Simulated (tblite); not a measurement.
# BH9NOSi3: the cost of one run

Programs: tblite 0.8.0 and PySCF 2.14.0. All values are calculated, for the isolated system unless a continuum is named. Atoms count from 0, parts from 1.

### 1 Starting point

15 atoms, charge 0, multiplicity 2; geometry: distance geometry start.

### 2 Relaxing the cluster with GFN2-xTB

The job: settings as JSON, then the geometry in Å.

```
{"job": {"kind": "relax", "xc": "GFN2-xTB", "basis": "xTB"}, "charge": 0, "multiplicity": 2}
Si    -0.332373    -0.137879    -0.639488
N     -1.273749     0.951110     0.420531
Si    -2.819377     0.129479     0.762518
O      0.021680     0.536132    -2.164604
B      1.186236    -0.916103     0.229255
Si     2.915150    -0.046581     0.342729
H     -1.525472     1.850183    -0.095203
H     -3.350188    -0.508208    -0.440015
H     -3.824366     1.038380     1.286101
H     -2.563084    -0.893968     1.787147
H      0.234829    -0.227720    -2.769912
H      1.254423    -2.126095     0.206546
H      2.832523     1.156669     1.207930
H      3.882404    -1.043963     0.898284
H      3.332297     0.256669    -1.018598
```

Level: GFN2-xTB geometry optimisation, gas phase.

On the command line:

```sh
$ OMP_NUM_THREADS=1 python cluster_run.py task.json out
```

The driver reads the jobs from task.json and runs them one after another.

**Question.** How long does this first job take on 1 thread of Arm Neoverse V1, shared host?

About 5 s.
